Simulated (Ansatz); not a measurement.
# CH7NSi: the cost of one run

Computed with Ansatz 0.2.0, Gaussian basis. Level: PBE0-D4/def2-TZVP structures, single points in def2-TZVPP, no counterpoise correction.

Levels: SPW92, PBE-D4, BLYP-D4, r2SCAN-D4, B97M-V, PBE0-D4, B3LYP-D4, r2SCAN0-D4, BHLYP-D4, CAM-B3LYP-D4, wB97X-V, wB97M-V, B2PLYP, PBE-QIDH, RPA on PBE, Hartree-Fock, MP2, CCSD, CCSD(T).

Correlated methods freeze the cores. B3LYP uses VWN-RPA correlation. B2PLYP carries no dispersion term here.

94 further runs of the same task are left out: 94 set aside as unsound or not needed.

### Step 1. Where the work starts

The complex: 15 atoms, charge 0, spin multiplicity 1.

Atoms are counted from 1 here; the program's logs count them from 0.

Bond lengths: Si1–H3 1.496 Å, Si1–H4 1.486 Å, Si1–H5 1.488 Å, Si1–N7 1.717 Å, C2–H6 1.090 Å, C2–H9 1.090 Å, C2–H10 1.090 Å, C2–H11 1.090 Å, N7–C8 1.447 Å, N7–H12 1.007 Å, C8–H13 1.094 Å, C8–H14 1.093 Å, C8–H15 1.098 Å. Angles: H3–Si1–H4 108.1°, H3–Si1–H5 106.8°, H3–Si1–N7 115.2°, H4–Si1–H5 110.9°, H4–Si1–N7 107.3°, H5–Si1–N7 108.5°, H6–C2–H9 109.5°, H6–C2–H10 109.6°, H6–C2–H11 109.8°, H9–C2–H10 109.2°, H9–C2–H11 109.4°, H10–C2–H11 109.3°, Si1–N7–C8 122.8°, Si1–N7–H12 117.6°, C8–N7–H12 113.6°, N7–C8–H13 110.9°, N7–C8–H14 109.5°, N7–C8–H15 113.7° and more.

Geometry (Å):

```mol
C2H11NSi
  3D, bonds by distance, orders not assigned

 15 13  0  0  0  0  0  0  0  0999 V2000
   -1.9475    0.1488   -0.5290 Si  0  0
    1.4991   -1.7250    1.1362 C   0  0
   -2.9918    1.2188   -0.5676 H   0  0
   -2.3947   -0.9656   -1.4040 H   0  0
   -1.8411   -0.2964    0.8865 H   0  0
    1.0159   -1.2248    0.2966 H   0  0
   -0.3895    0.6294   -1.0681 N   0  0
    0.4003    1.6351   -0.3901 C   0  0
    0.8497   -2.5161    1.5109 H   0  0
    1.6841   -1.0043    1.9331 H   0  0
    2.4464   -2.1573    0.8136 H   0  0
   -0.1955    0.5606   -2.0543 H   0  0
    1.4669    1.4888   -0.5828 H   0  0
    0.2570    1.5434    0.6900 H   0  0
    0.1407    2.6644   -0.6708 H   0  0
  1  3  8  0
  1  4  8  0
  1  5  8  0
  1  7  8  0
  2  6  8  0
  2  9  8  0
  2 10  8  0
  2 11  8  0
  7  8  8  0
  7 12  8  0
  8 13  8  0
  8 14  8  0
  8 15  8  0
M  END
```

Its parts: CH7NSi holds atoms 1, 3, 4, 5, 7, 8, 12, 13, 14, 15; CH4 holds atoms 2, 6, 9, 10, 11. Each part counts its atoms afresh in its own runs.

### Step 2. Relaxing CH7NSi alone

The input, relax-a/in.yaml:

```yaml
crystal:
  periodic: [false, false, false]
  atoms:
    - {symbol: Si, position_ang: [-1.947496, 0.148832, -0.529035]}
    - {symbol: H, position_ang: [-2.991778, 1.218829, -0.567573]}
    - {symbol: H, position_ang: [-2.394658, -0.965588, -1.404039]}
    - {symbol: H, position_ang: [-1.841142, -0.296394, 0.886521]}
    - {symbol: N, position_ang: [-0.389465, 0.629379, -1.068126]}
    - {symbol: C, position_ang: [0.400307, 1.635120, -0.390057]}
    - {symbol: H, position_ang: [-0.195475, 0.560600, -2.054313]}
    - {symbol: H, position_ang: [1.466885, 1.488824, -0.582755]}
    - {symbol: H, position_ang: [0.257047, 1.543405, 0.690010]}
    - {symbol: H, position_ang: [0.140687, 2.664419, -0.670760]}
basis:
  gaussian: {orbitals: def2-TZVP}
hamiltonian: {xc: pbe0, dispersion: d4}
relax: {f_tol: 0.005, max_steps: 200}
```

On the command line:

```
ansatz run in.yaml --threads 8 --pin off --events-out ev --progress --plain --max-ram 19148MiB
```

**Question.** How long does this run take on 8 threads of Arm Neoverse V2, shared host?

About 3.8 s.
